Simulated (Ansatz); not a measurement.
**C3H5F (allyl fluoride): r2SCAN0/def2-SVP**

What is the electronic atomisation energy of C3H5F (allyl fluoride) at r2SCAN0/def2-SVP? 

The results are computed with Ansatz 0.2.0.

52 further runs of the same task are left out: 52 set aside as unsound or not needed.

## Step 1: The molecule

The species is C3H5F (9 atoms), meant as a singlet with charge 0. SMILES: `C=CCF`. Geometry: relaxed at PBE0-D4/def2-TZVP. This is one conformer, not always the lowest.

Bond lengths: C1–C2 1.324 Å, C2–C3 1.486 Å, C3–F4 1.387 Å, C1–H5 1.084 Å, C1–H6 1.086 Å, C2–H7 1.087 Å, C3–H8 1.096 Å, C3–H9 1.094 Å. Some angles: C1–C2–C3 123.6°, C2–C3–F4 110.3°, C1–C2–H7 120.6°, C3–C2–H7 115.9°, C2–C1–H5 121.7°, C2–C1–H6 121.3°, C2–C3–H8 111.1°, C2–C3–H9 111.2°, F4–C3–H8 106.9°, F4–C3–H9 108.2°.

## Step 2: A single-point energy at r2SCAN0/def2-SVP

File molecule.yaml:

```yaml
crystal:
  periodic: [false, false, false]
  atoms:
    - {symbol: C, position_ang: [-0.578000, 1.122500, -0.608000]}
    - {symbol: C, position_ang: [0.352500, 0.215400, -0.353400]}
    - {symbol: C, position_ang: [0.200500, -0.852800, 0.668500]}
    - {symbol: F, position_ang: [0.430500, -2.098200, 0.102300]}
    - {symbol: H, position_ang: [-0.422500, 1.909200, -1.336700]}
    - {symbol: H, position_ang: [-1.531700, 1.114000, -0.089100]}
    - {symbol: H, position_ang: [1.299800, 0.230700, -0.886500]}
    - {symbol: H, position_ang: [0.929800, -0.730800, 1.477200]}
    - {symbol: H, position_ang: [-0.806800, -0.852300, 1.094700]}
basis:
  gaussian:
    orbitals: def2-SVP
hamiltonian:
  xc: {name: r2SCAN0}
accuracy: high
output: {orbitals: {seedname: orbitals}}
```

On the command line:

```
$ ansatz run molecule.yaml --threads 1 --pin off --max-ram 3480MiB --events-out events.jsonl --progress --plain --runs-dir runs
```

What it wrote:

```text
Warning: RAYON_NUM_THREADS=1 ignored (pool sized by the plan → 1); use --threads N
Functional definition: r2SCAN0
  name "r2SCAN0"
  parameter a = 0.25
  parameter k0 = 0.174
  parameter k1 = 0.065
  parameter a1 = 4.9479
  exchange = (1 - a)*r2scan_x(k0 = k0, k1 = k1, a1 = a1) + a*exact_x
  correlation = r2scan_c
1938 factors; integrals over basis functions are off by at most 3.5e-9 eV
mean field evaluation 1: about -5896.9106 eV, gradient 3.6e1 eV
mean field evaluation 2: about -5897.8117 eV, gradient 3.1e1 eV
mean field evaluation 4: about -5900.1020 eV, gradient 7.4e-1 eV
mean field evaluation 8: about -5900.1054 eV, gradient 1.0e-1 eV
mean field evaluation 16: about -5900.1055 eV, gradient 2.7e-6 eV
mean field -5900.10546767 eV, -216.8248767016 hartree, gradient 3.0e-8 eV, S^2 0.000000; 0 other end points of the search recorded, 0 dependent functions left out
reference -5900.10546816 eV, -216.8248767198 hartree; 16, 16 occupied and 65, 65 virtual orbitals, 1938 factors
Total energy: -5900.10546816 eV, -216.8248767198 hartree
```

It took 7.5 s on 1 thread of Arm Neoverse V2, shared host; peak memory 0.29 GiB.

## Step 3: The C atom, same level

File in.yaml:

```yaml
crystal:
  periodic: [false, false, false]
  atoms:
    - symbol: C
      position_ang: [0.000000, 0.000000, 0.000000]
basis:
  gaussian:
    orbitals: def2-SVP
magnetization:
  spin_polarized: true
  initial_magnetization: 2
hamiltonian:
  xc: {name: r2SCAN0}
accuracy: high
```

On the command line:

```
$ ansatz run in.yaml --threads 1 --pin off --max-ram 3480MiB --events-out events.jsonl --progress --plain --runs-dir runs
```

What it wrote:

```text
Warning: RAYON_NUM_THREADS=1 ignored (pool sized by the plan → 1); use --threads N
[... 8 set-up lines as earlier in the session ...]
95 factors; integrals over basis functions are off by at most 1.9e-9 eV
mean field evaluation 1: about -1028.1900 eV, gradient 3.9e0 eV
mean field evaluation 2: about -1028.2704 eV, gradient 7.1e-1 eV
mean field evaluation 4: about -1028.2723 eV, gradient 1.9e-1 eV
mean field evaluation 8: about -1028.2726 eV, gradient 6.3e-5 eV
mean field -1028.27257335 eV, -37.7883200824 hartree, gradient 3.7e-8 eV, S^2 2.004687; 0 other end points of the search recorded, 0 dependent functions left out
reference -1028.27257397 eV, -37.7883201053 hartree; 4, 2 occupied and 10, 12 virtual orbitals, 95 factors
Total energy: -1028.27257397 eV, -37.7883201053 hartree
```

Wall time 0.76 s (1 thread of Arm Neoverse V2, shared host); peak memory 0.091 GiB.

## Step 4: The F atom, same level

File input.yaml:

```yaml
crystal:
  periodic: [false, false, false]
  atoms:
    - {symbol: F, position_ang: [0.000000, 0.000000, 0.000000]}
basis:
  gaussian:
    orbitals: def2-SVP
magnetization:
  spin_polarized: true
  initial_magnetization: 1
hamiltonian:
  xc: {name: r2SCAN0}
accuracy: high
```

Run the same way, it converges to -99.59319 Eh (log not shown).

## Step 5: The H atom, same level

File input.yaml:

```yaml
basis:
  gaussian:
    orbitals: def2-SVP
crystal:
  periodic: [false, false, false]
  atoms:
    - {symbol: H, position_ang: [0.000000, 0.000000, 0.000000]}
magnetization:
  spin_polarized: true
  initial_magnetization: 1
accuracy: high
hamiltonian:
  xc: {name: r2SCAN0}
```

On the command line:

```
$ ansatz run input.yaml --threads 1 --pin off --max-ram 3480MiB --events-out events.jsonl --progress --plain --runs-dir runs
```

What it wrote:

```text
Warning: RAYON_NUM_THREADS=1 ignored (pool sized by the plan → 1); use --threads N
[... 8 set-up lines as earlier in the session ...]
15 factors; integrals over basis functions are off by at most 8.9e-10 eV
mean field evaluation 1: about -13.5812 eV, gradient 5.2e-1 eV
mean field evaluation 2: about -13.5847 eV, gradient 5.9e-2 eV
mean field evaluation 4: about -13.5846 eV, gradient 1.1e-5 eV
mean field evaluation 8: about -13.5846 eV, gradient 1.5e-8 eV
mean field -13.58464121 eV, -0.4992263564 hartree, gradient 1.5e-8 eV, S^2 0.750000; 0 other end points of the search recorded, 0 dependent functions left out
reference -13.58464187 eV, -0.4992263807 hartree; 1, 0 occupied and 4, 5 virtual orbitals, 15 factors
Total energy: -13.58464187 eV, -0.4992263807 hartree
```

Run time: 0.34 s. Hardware: 1 thread of Arm Neoverse V2, shared host.

## Step 6: Outcome

Level: r2SCAN0/def2-SVP.

```
                     quantity          value
       molecule: total energy  -216.82488 Eh
        molecule: HOMO energy       -8.16 eV
        molecule: LUMO energy        0.08 eV
      molecule: HOMO–LUMO gap        8.24 eV
         C atom: total energy   -37.78832 Eh
                 C atom: ⟨S²⟩          2.005
         F atom: total energy   -99.59319 Eh
                 F atom: ⟨S²⟩          0.752
         H atom: total energy    -0.49923 Eh
                 H atom: ⟨S²⟩          0.750
electronic atomisation energy      37.296 eV
```

**Reading.** Taking the molecule apart into free atoms costs 37.30 eV (860 kcal/mol), before zero-point energy and without spin-orbit coupling.
